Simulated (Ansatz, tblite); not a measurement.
# BEt2(CN) (C₅H₁₀BN): charged states by level of theory

What does removing or adding an electron cost or gain for BEt2(CN) (C₅H₁₀BN)? Each charged state is run at several levels.

Method: as each input shows; program: Ansatz 0.2.0, Gaussian basis.

The runs, in order: charge +1 doublet, at the geometry of the singlet (PBE0-D4/def2-TZVP, PBE-D4/def2-TZVP, LC-ωPBE/def2-TZVP, CCSD(T)/def2-SVP); charge -1 doublet, at the geometry of the singlet (PBE0-D4/def2-TZVPD, PBE-D4/def2-TZVPD, LC-ωPBE/def2-TZVPD); the starting singlet's energies come from earlier runs.

2 further runs of the same task are left out: 2 set aside as unsound or not needed.

### 1 The relaxed structure

The singlet was relaxed beforehand with PBE-D4/def2-SVP.

17 atoms, charge 0, spin multiplicity 1.

Atoms are counted from 1 here; the program's logs count them from 0.

Bond lengths: B1–C2 1.570 Å, B1–C9 1.570 Å, B1–C16 1.555 Å, C2–C3 1.533 Å, C2–H4 1.113 Å, C2–H5 1.123 Å, C3–H6 1.109 Å, C3–H7 1.109 Å, C3–H8 1.109 Å, C9–C10 1.533 Å, C9–H11 1.112 Å, C9–H12 1.123 Å, C10–H13 1.109 Å, C10–H14 1.109 Å, C10–H15 1.109 Å, C16–N17 1.176 Å. Angles: C2–B1–C9 122.7°, C2–B1–C16 118.7°, C9–B1–C16 118.6°, B1–C2–C3 119.2°, B1–C2–H4 109.9°, B1–C2–H5 101.0°, C3–C2–H4 112.1°, C3–C2–H5 109.8°, H4–C2–H5 103.1°, C2–C3–H6 112.1°, C2–C3–H7 111.2°, C2–C3–H8 111.5°, H6–C3–H7 107.3°, H6–C3–H8 107.7°, H7–C3–H8 106.8°, B1–C9–C10 119.1°, B1–C9–H11 110.1°, B1–C9–H12 100.9° and more.

Coordinates:

```
B    -0.05418   -0.09522   -0.00492
C     1.42633   -0.07760    0.51765
C     1.93408   -1.25040    1.36366
H     1.64928    0.90560    0.98898
H     1.99538   -0.03169   -0.44987
H     3.02137   -1.17679    1.56714
H     1.41673   -1.29046    2.34415
H     1.74904   -2.22240    0.86300
C    -0.83758    1.21329   -0.37865
C    -1.98453    1.13163   -1.39233
H    -0.12231    2.02972   -0.62245
H    -1.24076    1.51444    0.62565
H    -2.53783    2.08894   -1.47275
H    -1.60625    0.88353   -2.40508
H    -2.71320    0.34204   -1.11854
C    -0.77569   -1.46436   -0.15654
N    -1.31989   -2.50027   -0.26909
```

### 2 Charge +1 doublet at the fixed geometry, PBE0-D4/def2-TZVP

Contents of in.yaml:

```yaml
crystal:
  periodic: [false, false, false]
  atoms:
    - {symbol: B, position_ang: [-0.054175, -0.095219, -0.004924]}
    - {symbol: C, position_ang: [1.426334, -0.077601, 0.517653]}
    - {symbol: C, position_ang: [1.934082, -1.250398, 1.363662]}
    - {symbol: H, position_ang: [1.649279, 0.905600, 0.988977]}
    - {symbol: H, position_ang: [1.995383, -0.031689, -0.449867]}
    - {symbol: H, position_ang: [3.021370, -1.176786, 1.567136]}
    - {symbol: H, position_ang: [1.416728, -1.290465, 2.344150]}
    - {symbol: H, position_ang: [1.749044, -2.222401, 0.862997]}
    - {symbol: C, position_ang: [-0.837576, 1.213288, -0.378649]}
    - {symbol: C, position_ang: [-1.984527, 1.131629, -1.392329]}
    - {symbol: H, position_ang: [-0.122315, 2.029724, -0.622450]}
    - {symbol: H, position_ang: [-1.240764, 1.514439, 0.625653]}
    - {symbol: H, position_ang: [-2.537832, 2.088936, -1.472749]}
    - {symbol: H, position_ang: [-1.606249, 0.883526, -2.405083]}
    - {symbol: H, position_ang: [-2.713202, 0.342040, -1.118541]}
    - {symbol: C, position_ang: [-0.775690, -1.464361, -0.156542]}
    - {symbol: N, position_ang: [-1.319889, -2.500273, -0.269095]}
basis:
  gaussian: {orbitals: def2-TZVP}
total_charge: 1
magnetization: {spin_polarized: true, initial_magnetization: 1}
hamiltonian: {xc: pbe0, dispersion: d4}
scf: {omitted_lower_state_checks: [starts]}
output: {orbitals: {seedname: orbitals}}
```

On the command line:

```sh
$ ansatz run in.yaml --threads 4 --pin off --events-out ev --progress --plain --max-ram 4787MiB
```

Output:

```text
Functional definition: PBE0
  name "PBE0"
  cite "Adamo & Barone, J. Chem. Phys. 110, 6158 (1999) doi:10.1063/1.478522"
  cite "Perdew, Burke & Ernzerhof, Phys. Rev. Lett. 77, 3865 (1996) doi:10.1103/PhysRevLett.77.3865"
  parent pbe
  parameter a = 0.25
  parameter kappa = 0.804
  parameter beta = 0.06672455060314922
  exchange = (1 - a)*pbe_x(kappa = kappa, mu = beta*pi^2/3) + a*exact_x
  correlation = pbe_c(beta = beta)
these checks for a lower state are left out or cut short: starts
1664 factors; their error is unknown
mean field evaluation 1: about -7481.5305 eV, gradient 5.9e1 eV
mean field evaluation 2: about -7479.4143 eV, gradient 6.0e1 eV
mean field evaluation 4: about -7497.1804 eV, gradient 5.0e0 eV
mean field evaluation 8: about -7497.2906 eV, gradient 2.2e-1 eV
mean field evaluation 16: about -7497.2735 eV, gradient 3.8e-3 eV
mean field -7497.27352810 eV, -275.5197203231 hartree, gradient 2.2e-5 eV, S^2 0.758749; 0 other end points of the search recorded, 0 dependent functions left out
reference -7497.27356340 eV, -275.5197216203 hartree; 26, 25 occupied and 251, 252 virtual orbitals, 1664 factors
Total energy: -7497.53630504 eV, -275.5293771976 hartree
Checks for a lower state left out: starts
```

Wall time 15 s (4 threads of Intel Xeon at 2.70GHz, shared host); peak memory 1.1 GiB.

Report: HOMO -14.52 eV, LUMO -12.36 eV (over both spins); ⟨S²⟩ 0.759 (pure: 0.75).

### 3 Charge +1 doublet at the fixed geometry, PBE-D4/def2-TZVP

start.molden holds the orbitals of an earlier run on this state, given as this run's starting guess.

in.yaml: that of step 2 with these lines changed.

```diff
@@ -21,6 +21,6 @@
 basis:
-  gaussian: {orbitals: def2-TZVP}
+  gaussian: {orbitals: def2-TZVP, initial_orbitals: start.molden}
 total_charge: 1
 magnetization: {spin_polarized: true, initial_magnetization: 1}
-hamiltonian: {xc: pbe0, dispersion: d4}
+hamiltonian: {xc: pbe, dispersion: d4}
 scf: {omitted_lower_state_checks: [starts]}
```

Same command.

Output:

```text
Functional definition: PBE
  name "PBE"
  cite "Perdew, Burke & Ernzerhof, Phys. Rev. Lett. 77, 3865 (1996) doi:10.1103/PhysRevLett.77.3865"
  parent pbe
  parameter kappa = 0.804
  parameter beta = 0.06672455060314922
  exchange = pbe_x(kappa = kappa, mu = beta*pi^2/3)
  correlation = pbe_c(beta = beta)
these checks for a lower state are left out or cut short: starts
1664 factors; their error is unknown
mean field evaluation 1: about -7496.6947 eV, gradient 7.2e0 eV
mean field evaluation 2: about -7496.8455 eV, gradient 2.3e-1 eV
mean field evaluation 4: about -7496.7909 eV, gradient 8.4e-3 eV
mean field evaluation 8: about -7496.7909 eV, gradient 1.8e-5 eV
mean field -7496.79088110 eV, -275.5019833730 hartree, gradient 1.8e-5 eV, S^2 0.751964; 0 other end points of the search recorded, 0 dependent functions left out
reference -7496.79092773 eV, -275.5019850867 hartree; 26, 25 occupied and 251, 252 virtual orbitals, 1664 factors
Total energy: -7497.09940763 eV, -275.5133215141 hartree
Checks for a lower state left out: starts
```

It took 7.5 s on 4 threads of Intel Xeon at 2.70GHz, shared host.

HOMO -13.21 eV, LUMO -12.70 eV (over both spins); ⟨S²⟩ 0.752 (pure: 0.75).

### 4 Charge +1 doublet at the fixed geometry, LC-ωPBE/def2-TZVP

in.yaml: that of step 3 with these lines changed.

```diff
@@ -24,3 +24,3 @@
 magnetization: {spin_polarized: true, initial_magnetization: 1}
-hamiltonian: {xc: pbe, dispersion: d4}
+hamiltonian: {xc: {name: LC-wPBE}}
 scf: {omitted_lower_state_checks: [starts]}
```

The command is unchanged.

Output (excerpt; [...] marks lines left out):

```text
Functional definition: LC-wPBE
  name "LC-wPBE"
  cite "Vydrov & Scuseria, J. Chem. Phys. 125, 234109 (2006) doi:10.1063/1.2409292"
  cite "Heyd & Scuseria, J. Chem. Phys. 120, 7274 (2004) doi:10.1063/1.1668634"
  cite "Ernzerhof & Perdew, J. Chem. Phys. 109, 3313 (1998) doi:10.1063/1.476928"
  cite "Perdew, Burke & Ernzerhof, Phys. Rev. Lett. 77, 3865 (1996) doi:10.1103/PhysRevLett.77.3865"
  parent pbe
[...]
1664 factors; their error is unknown
575 factors; integrals over basis functions are off by at most 1.7e-5 eV
[...]
mean field -7500.86038021 eV, -275.6515347071 hartree, gradient 2.0e-5 eV, S^2 0.766658; 0 other end points of the search recorded, 0 dependent functions left out
reference -7500.86038022 eV, -275.6515347074 hartree; 26, 25 occupied and 251, 252 virtual orbitals, 1664 factors
Total energy: -7500.86038022 eV, -275.6515347074 hartree
Checks for a lower state left out: starts
```

Run time: 20 s. Hardware: 4 threads of Intel Xeon at 2.70GHz, shared host; peak memory 1.3 GiB.

Report: HOMO -17.15 eV, LUMO -10.79 eV (over both spins); ⟨S²⟩ 0.767 (pure: 0.75).

### 5 Charge +1 doublet at the fixed geometry, CCSD(T)/def2-SVP

in.yaml: that of step 4 with these lines changed.

```diff
@@ -21,7 +21,7 @@
 basis:
-  gaussian: {orbitals: def2-TZVP, initial_orbitals: start.molden}
+  gaussian: {orbitals: def2-SVP, initial_orbitals: start.molden}
 total_charge: 1
 magnetization: {spin_polarized: true, initial_magnetization: 1}
-hamiltonian: {xc: {name: LC-wPBE}}
-scf: {omitted_lower_state_checks: [starts]}
+correlation: {method: ccsd_t}
+scf: {omitted_lower_state_checks: [starts, cluster_reference]}
 output: {orbitals: {seedname: orbitals}}
```

The command is unchanged.

Output (excerpt; [...] marks lines left out):

```text
Functional definition: HF
  name "HF"
  cite "Fock, Z. Phys. 61, 126 (1930) doi:10.1007/BF01340294"
  parent pbe
[...]
1540 factors; integrals over basis functions are off by at most 1.1e-3 eV
[...]
mean field -7448.06492755 eV, -273.7113376076 hartree, gradient 2.5e-6 eV, S^2 1.012591; 0 other end points of the search recorded, 0 dependent functions left out
7 core orbitals not correlated: weight in the atoms' cores, before any rotation towards them, 1.000 or more for the frozen orbitals, at most 0.000 for the correlated occupied ones
reference -7448.06492755 eV, -273.7113376076 hartree; 19, 18 occupied and 122, 123 virtual orbitals, 1540 factors
second order -24.63012134 eV of doubles, -0.00000000 eV of singles
cycle   1  -25.71529417 eV  change    -1.1e0 eV  update   1.5e-1
[...]
cycle  18  -27.01156093 eV  change   -2.5e-5 eV  update   7.9e-6
perturbative correction -1.07195596 eV, -0.0393936549 hartree
Total energy: -7476.14844444 eV, -274.7433878178 hartree
Checks for a lower state left out: starts, cluster_reference
```

Run time: 2.9 min. Hardware: 4 threads of Intel Xeon at 2.70GHz, shared host; peak memory 3.4 GiB.

Hartree-Fock HOMO -17.16 eV, LUMO -9.36 eV (over both spins); ⟨S²⟩ 1.013 (pure: 0.75); T1 0.035. Doubts: spin contamination.

### 6 Vertical ionisation energy

Charged state less starting state, singlet to doublet; the starting state's energies are those of its earlier runs.

| level | vertical ionisation energy (eV) | time |
| --- | --- | --- |
| HF/def2-SVP† | +10.73 |  |
| PBE-D4/def2-TZVP | +10.09 | 11 s |
| PBE0-D4/def2-TZVP | +10.58 | 20 s |
| LC-ωPBE/def2-TZVP | +11.17 | 26 s |
| MP2/def2-SVP† | +11.57 |  |
| CCSD/def2-SVP† | +11.06 |  |
| CCSD(T)/def2-SVP† | +10.95 | 3.5 min |

Times add the two runs; a level without a time comes out of a correlated run. † marks a level with a doubtful state (flagged, unstable, out of aufbau order, or strongly spin-contaminated); such levels are left out of the summary. CCSD(T)/def2-SVP is no safe reference here (spin contamination).

Beside −ε(HOMO) of the starting state:

| level | −ε(HOMO) (eV) | by difference (eV) | mismatch (eV) |
| --- | --- | --- | --- |
| PBE-D4/def2-TZVP | 7.39 | 10.09 | -2.70 |
| PBE0-D4/def2-TZVP | 8.73 | 10.58 | -1.84 |
| LC-ωPBE/def2-TZVP | 11.51 | 11.17 | +0.33 |

### 7 Charge -1 doublet at the fixed geometry, PBE0-D4/def2-TZVPD

in.yaml: that of step 5 with these lines changed.

```diff
@@ -21,7 +21,7 @@
 basis:
-  gaussian: {orbitals: def2-SVP, initial_orbitals: start.molden}
-total_charge: 1
+  gaussian: {orbitals: def2-TZVPD}
+total_charge: -1
 magnetization: {spin_polarized: true, initial_magnetization: 1}
-correlation: {method: ccsd_t}
-scf: {omitted_lower_state_checks: [starts, cluster_reference]}
+hamiltonian: {xc: pbe0, dispersion: d4}
+scf: {omitted_lower_state_checks: [starts]}
 output: {orbitals: {seedname: orbitals}}
```

The command is unchanged.

Output (excerpt; [...] marks lines left out):

```text
Functional definition: PBE0
  name "PBE0"
  cite "Adamo & Barone, J. Chem. Phys. 110, 6158 (1999) doi:10.1063/1.478522"
  cite "Perdew, Burke & Ernzerhof, Phys. Rev. Lett. 77, 3865 (1996) doi:10.1103/PhysRevLett.77.3865"
  parent pbe
[...]
1724 factors; their error is unknown
[...]
mean field -7508.28077856 eV, -275.9242293166 hartree, gradient 7.5e-5 eV, S^2 0.758816; 0 other end points of the search recorded, 0 dependent functions left out
reference -7508.28083771 eV, -275.9242314903 hartree; 27, 26 occupied and 322, 323 virtual orbitals, 1724 factors
Total energy: -7508.61067610 eV, -275.9363528275 hartree
Checks for a lower state left out: starts
```

Run time: 27 s. Hardware: 4 threads of Intel Xeon at 2.70GHz, shared host; peak memory 1.3 GiB.

HOMO 1.34 eV, LUMO 3.22 eV (over both spins); ⟨S²⟩ 0.759 (pure: 0.75). Doubts: highest occupied level lies above zero.

### 8 Charge -1 doublet at the fixed geometry, PBE-D4/def2-TZVPD

in.yaml: that of step 7 with these lines changed.

```diff
@@ -21,6 +21,6 @@
 basis:
-  gaussian: {orbitals: def2-TZVPD}
+  gaussian: {orbitals: def2-TZVPD, initial_orbitals: start.molden}
 total_charge: -1
 magnetization: {spin_polarized: true, initial_magnetization: 1}
-hamiltonian: {xc: pbe0, dispersion: d4}
+hamiltonian: {xc: pbe, dispersion: d4}
 scf: {omitted_lower_state_checks: [starts]}
```

Launched as before.

Output:

```text
Functional definition: PBE
  name "PBE"
  cite "Perdew, Burke & Ernzerhof, Phys. Rev. Lett. 77, 3865 (1996) doi:10.1103/PhysRevLett.77.3865"
  parent pbe
  parameter kappa = 0.804
  parameter beta = 0.06672455060314922
  exchange = pbe_x(kappa = kappa, mu = beta*pi^2/3)
  correlation = pbe_c(beta = beta)
these checks for a lower state are left out or cut short: starts
1724 factors; their error is unknown
mean field evaluation 1: about -7507.2783 eV, gradient 7.3e0 eV
mean field evaluation 2: about -7507.4149 eV, gradient 1.6e-1 eV
mean field evaluation 4: about -7507.3513 eV, gradient 1.5e-2 eV
mean field evaluation 8: about -7507.3513 eV, gradient 1.7e-5 eV
mean field -7507.35130151 eV, -275.8900716651 hartree, gradient 1.7e-5 eV, S^2 0.754044; 0 other end points of the search recorded, 0 dependent functions left out
reference -7507.35138258 eV, -275.8900746442 hartree; 27, 26 occupied and 322, 323 virtual orbitals, 1724 factors
Total energy: -7507.73852239 eV, -275.9043017700 hartree
Checks for a lower state left out: starts
```

Wall time 14 s (4 threads of Intel Xeon at 2.70GHz, shared host).

Report: HOMO 2.14 eV, LUMO 2.72 eV (over both spins); ⟨S²⟩ 0.754 (pure: 0.75). Doubts: highest occupied level lies above zero.

### 9 Charge -1 doublet at the fixed geometry, LC-ωPBE/def2-TZVPD

in.yaml: that of step 8 with these lines changed.

```diff
@@ -24,3 +24,3 @@
 magnetization: {spin_polarized: true, initial_magnetization: 1}
-hamiltonian: {xc: pbe, dispersion: d4}
+hamiltonian: {xc: {name: LC-wPBE}}
 scf: {omitted_lower_state_checks: [starts]}
```

Same command.

Output (excerpt; [...] marks lines left out):

```text
Functional definition: LC-wPBE
  name "LC-wPBE"
  cite "Vydrov & Scuseria, J. Chem. Phys. 125, 234109 (2006) doi:10.1063/1.2409292"
  cite "Heyd & Scuseria, J. Chem. Phys. 120, 7274 (2004) doi:10.1063/1.1668634"
  cite "Ernzerhof & Perdew, J. Chem. Phys. 109, 3313 (1998) doi:10.1063/1.476928"
  cite "Perdew, Burke & Ernzerhof, Phys. Rev. Lett. 77, 3865 (1996) doi:10.1103/PhysRevLett.77.3865"
  parent pbe
[...]
1724 factors; their error is unknown
881 factors; integrals over basis functions are off by at most 2.9e-5 eV
[...]
mean field -7512.50788596 eV, -276.0795726484 hartree, gradient 1.4e-5 eV, S^2 0.764553; 0 other end points of the search recorded, 0 dependent functions left out
reference -7512.50788597 eV, -276.0795726488 hartree; 27, 26 occupied and 322, 323 virtual orbitals, 1724 factors
Total energy: -7512.50788597 eV, -276.0795726488 hartree
Checks for a lower state left out: starts
```

Wall time 21 s (4 threads of Intel Xeon at 2.70GHz, shared host); peak memory 1.3 GiB.

Report: HOMO -0.96 eV, LUMO 4.31 eV (over both spins); ⟨S²⟩ 0.765 (pure: 0.75).

### 10 Vertical electron affinity

Starting state less charged state (positive: the electron is bound), singlet to doublet; the starting state's energies are those of its earlier runs.

| level | vertical electron affinity (eV) | time |
| --- | --- | --- |
| PBE-D4/def2-TZVPD | +0.52 | 19 s |
| PBE0-D4/def2-TZVPD | +0.48 | 35 s |
| LC-ωPBE/def2-TZVPD | +0.45 | 30 s |

Times add the two runs; a level without a time comes out of a correlated run.

Beside −ε(LUMO) of the starting state:

| level | −ε(LUMO) (eV) | by difference (eV) | mismatch (eV) |
| --- | --- | --- | --- |
| PBE-D4/def2-TZVPD | 3.14 | 0.52 | +2.61 |
| PBE0-D4/def2-TZVPD | 2.18 | 0.48 | +1.70 |
| LC-ωPBE/def2-TZVPD | -0.12 | 0.45 | -0.57 |

### 11 Outcome

| quantity | value |
| --- | --- |
| vertical ionisation energy, functionals in def2-TZVP | 10.09 (PBE-D4) to 11.17 eV (LC-ωPBE) |
| vertical electron affinity, functionals in def2-TZVPD | 0.45 (LC-ωPBE) to 0.52 eV (PBE-D4) |

In words: The vertical ionisation energy spans 10.09 to 11.17 eV over the functionals. −ε(HOMO) misses the level's own difference by +0.33 eV at best (LC-ωPBE) and -2.70 eV at worst (PBE-D4). The vertical electron affinity spans 0.45 to 0.52 eV over the functionals. The anion's highest level lies above zero where self-interaction lifts it, so diffuse functions weigh on these values. −ε(LUMO) misses the level's own difference by -0.57 eV at best (LC-ωPBE) and +2.61 eV at worst (PBE-D4).
